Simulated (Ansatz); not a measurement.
# BrH₃InOSi radical: one species, many methods

An exercise on one series of results from a longer session: the logs are not shown, and one member is left open.

Program: Ansatz 0.2.0, Gaussian basis. Level of theory: functionals in def2-TZVPP, the program's frozen cores in correlated methods. These are calculated values, not measurements.

Plan: LDA (SPW92), PBE-D4, revPBE-D4, BLYP-D4, r2SCAN-D4, B97M-V, PBE0-D4, B3LYP-D4, r2SCANh-D4, r2SCAN0-D4, HSE06-D4, BHLYP-D4, CAM-B3LYP-D4, LC-ωPBE, ωB97X-V, ωB97M-V, B2PLYP, PBE-QIDH; CCSD(T)/def2-SVP; MP2/def2-TZVPP; MP2/def2-QZVPP; RPA on PBE.

1 further run of the same task is left out (for a known fault of the program). Runs told in other sessions of the task aren't counted.

### The relaxed structure

An earlier PBE0-D4 in a triple-zeta def2 set relaxation fixed the geometry. In takes the def2 core potential; no spin-orbit term is included.

7 atoms, charge 0, spin multiplicity 2.

Atoms are counted from 1 here; the program's logs count them from 0.

Bond lengths: Si1–O2 1.633 Å, Si1–H5 1.491 Å, Si1–H6 1.486 Å, Si1–H7 1.491 Å, O2–In3 1.993 Å, In3–Br4 2.501 Å. Angles: O2–Si1–H5 111.5°, O2–Si1–H6 108.7°, O2–Si1–H7 111.6°, H5–Si1–H6 108.8°, H5–Si1–H7 107.5°, H6–Si1–H7 108.7°, Si1–O2–In3 138.1°, O2–In3–Br4 116.3°.

The first run:

Input file in.yaml:

```yaml
crystal:
  periodic: [false, false, false]
  atoms:
    - {symbol: Si, position_ang: [0.525141, 1.113147, 0.245290]}
    - {symbol: O, position_ang: [-0.385496, -0.237745, 0.127186]}
    - {symbol: In, position_ang: [-0.317625, -1.996296, -0.809048]}
    - {symbol: Br, position_ang: [-2.256801, -3.528991, -0.429844]}
    - {symbol: H, position_ang: [0.666923, 1.794941, -1.073322]}
    - {symbol: H, position_ang: [-0.130263, 2.046887, 1.198181]}
    - {symbol: H, position_ang: [1.898132, 0.808067, 0.741546]}
basis:
  gaussian: {orbitals: def2-TZVPP}
magnetization: {spin_polarized: true, initial_magnetization: 1}
hamiltonian: {xc: lda}
output: {orbitals: {seedname: orbitals}}
```

The run is started by

```bash
$ ansatz run in.yaml --threads 4 --pin off --events-out ev --progress --plain --max-ram 10444MiB
```

Steps of the session up to this table: LDA; PBE-D4 (GGA); revPBE-D4 (GGA); BLYP-D4 (GGA); r2SCAN-D4 (meta-GGA); B97M-V (meta-GGA); PBE0-D4 (hybrid); B3LYP-D4 (hybrid); r2SCANh-D4 (hybrid); r2SCAN0-D4 (hybrid); HSE06-D4 (hybrid); BHLYP-D4 (hybrid); CAM-B3LYP-D4 (range-separated); LC-ωPBE (range-separated); ωB97X-V (range-separated); ωB97M-V (range-separated); B2PLYP (double hybrid); PBE-QIDH (double hybrid).

One of the session's tables, all rows but one given; the rest of the session is left out.

It belongs to the step «Orbital energies across the functionals». 

```
  functional  HOMO (eV)  LUMO (eV)  gap (eV)
 LDA (SPW92)      -6.03      -5.46      0.57
      PBE-D4      -5.87      -5.11      0.76
   revPBE-D4      -5.81      -4.98      0.83
     BLYP-D4      -5.72      -5.10      0.61
   r2SCAN-D4      -6.25      -4.89      1.36
      B97M-V      -5.97      -5.20      0.77
     PBE0-D4      -6.93      -4.31      2.62
    B3LYP-D4      -6.72      -4.67      2.05
  r2SCANh-D4      -6.64      -4.59      2.05
  r2SCAN0-D4      -7.23      -4.14      3.09
    HSE06-D4      -6.54      -4.67      1.87
    BHLYP-D4      -7.82      -3.57      4.25
CAM-B3LYP-D4      -8.13      -3.49      4.64
     LC-ωPBE      -9.37      -2.10      7.27
     ωB97X-V          ?          ?         ?
     ωB97M-V      -8.95      -2.67      6.28
```

Q: Estimate the row for ωB97X-V from the others.

The run gave: HOMO (eV): -8.96; LUMO (eV): -2.47; gap (eV): 6.49. In the column «HOMO (eV)» it lies between LC-ωPBE (-9.37) and ωB97M-V (-8.95).
